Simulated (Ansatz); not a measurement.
# Li5Ti2: two electronic states of one cell

Aim: solve Li5Ti2 (a borrowed structure type, volume estimated) from each of its saved states, at one geometry and mesh, and see which is lowest and how they differ.

Computed, not measured: Ansatz 0.2.0, DFT, r2SCAN, plane waves, PAW.

### 1 Geometry

Symmetry: R-3m, No. 166, trigonal system. Conventional cell: a = 4.354 Å, b = 4.354 Å, c = 18.215 Å, α = 90.00°, β = 90.00°, γ = 120.00°. Around Ti (site symmetry 3m) lie 7 Li at 2.50 to 2.70 Å and 1 Ti at 2.65 Å. Li (site symmetry -3m) has 8 Li at 2.63 to 2.70 Å as nearest neighbours. Around Li (site symmetry 3m) lie 4 Ti at 2.50 to 2.68 Å and 4 Li at 2.59 to 2.63 Å. Around Li (site symmetry 3m) lie 5 Li at 2.59 to 2.70 Å and 3 Ti at 2.70 Å.

As a file:

```xyz
7
Lattice="2.1770 3.7706 0.0000 -2.1770 3.7706 0.0000 0.0000 -2.5138 6.0716" Properties=species:S:1:pos:R:3 pbc="T T T"
Ti    0.0000    0.0000    1.3242
Ti    0.0000    5.0275    4.7474
Li    0.0000    2.5138    3.0358
Li    0.0000    0.0000    3.8251
Li    0.0000    5.0275    2.2465
Li    0.0000    2.5138    0.3400
Li    0.0000    2.5138    5.7316
```

The states: A, Ti1 up, Ti2 up (collinear spin); B, Ti1 up, Ti2 down (collinear spin). Each run reads its own saved solution as saved_state.

### 2 Run from state A

File input.yaml:

```yaml
crystal:
  lattice:
    - [2.17697319, 3.77062788, 0.0]
    - [-2.17697319, 3.77062788, 0.0]
    - [0.0, -2.51375192, 6.07164178]
  atoms:
    - { symbol: Ti, position: [0.0727, 0.0727, 0.2181], spin: 1.0 }
    - { symbol: Ti, position: [0.9273, 0.9273, 0.7819], spin: 1.0 }
    - { symbol: Li, position: [0.5, 0.5, 0.5] }
    - { symbol: Li, position: [0.21, 0.21, 0.63] }
    - { symbol: Li, position: [0.79, 0.79, 0.37] }
    - { symbol: Li, position: [0.352, 0.352, 0.056] }
    - { symbol: Li, position: [0.648, 0.648, 0.944] }
  symmetry: { detect: false, time_reversal: true }
kpoints:
  mp_grid: { grid: [5, 5, 5], shift: [0, 0, 0] }
  band_path:
    path:
      - [0.0, 0.0, 0.0]
      - [0.0, 0.0, 0.5]
      - [0.30476523, -0.30476523, 0.5]
      - [0.30476523, -0.39046953, 0.19523477]
      - [0.5, 0.0, 0.0]
      - [0.0, 0.0, 0.0]
      - [0.34761738, -0.34761738, 0.0]
      - [0.30476523, -0.34761738, 0.34761738]
      - [0.0, -0.5, 0.5]
      - [0.0, 0.0, 0.0]
    npoints: 6
magnetization:
  spin_polarized: true
scf:
  occupations: { method: fermi_dirac }
  lower_state_search: "off"
  max_iter: 200
hamiltonian:
  pseudopotentials: { kind: paw }
  xc: r2scan
basis:
  ecutwfc: 500
  fft_grid_basis: typed
output:
  forces: true
  stress: true
  eigenvalues: true
  bader: true
  populations: true
  elf: true
  write_potential: true
  volumetric_format: npy
  dos:
    e_range: [-12, 8]
    de: 0.05
    projected: { site_lists: { Li: [Li], Ti: [Ti] } }
checkpoint:
  read: saved_state
```

### 4 State B: the run

Changes to input.yaml since step 2:

```diff
@@ -7,3 +7,3 @@
     - { symbol: Ti, position: [0.0727, 0.0727, 0.2181], spin: 1.0 }
-    - { symbol: Ti, position: [0.9273, 0.9273, 0.7819], spin: 1.0 }
+    - { symbol: Ti, position: [0.9273, 0.9273, 0.7819], spin: -1.0 }
     - { symbol: Li, position: [0.5, 0.5, 0.5] }
@@ -16,15 +16,2 @@
   mp_grid: { grid: [5, 5, 5], shift: [0, 0, 0] }
-  band_path:
-    path:
-      - [0.0, 0.0, 0.0]
-      - [0.0, 0.0, 0.5]
-      - [0.30476523, -0.30476523, 0.5]
-      - [0.30476523, -0.39046953, 0.19523477]
-      - [0.5, 0.0, 0.0]
-      - [0.0, 0.0, 0.0]
-      - [0.34761738, -0.34761738, 0.0]
-      - [0.30476523, -0.34761738, 0.34761738]
-      - [0.0, -0.5, 0.5]
-      - [0.0, 0.0, 0.0]
-    npoints: 6
 magnetization:
```

(Steps that only read results are left out.)

Q: Predict the outcome of this session. Wanted: for each run, free energy; largest site moment; size of the net moment; gap; pressure; largest force.

As calculated:

```csv
state,free energy (meV/atom),largest site moment (μB),size of the net moment (μB/cell),gap (eV),pressure (GPa),largest force (eV/Å),SCF cycles
A,0.0,1.22,4.06,metal,10.6,0.61,18
B,4.7,1.27,0.00,metal,10.3,0.59,16
```

State A lies lowest, 4.7 meV per atom under state B. Every run converged, so convergence alone does not show that a state is the lowest.

Limits of this run: the k mesh is coarse for a cell without a gap.
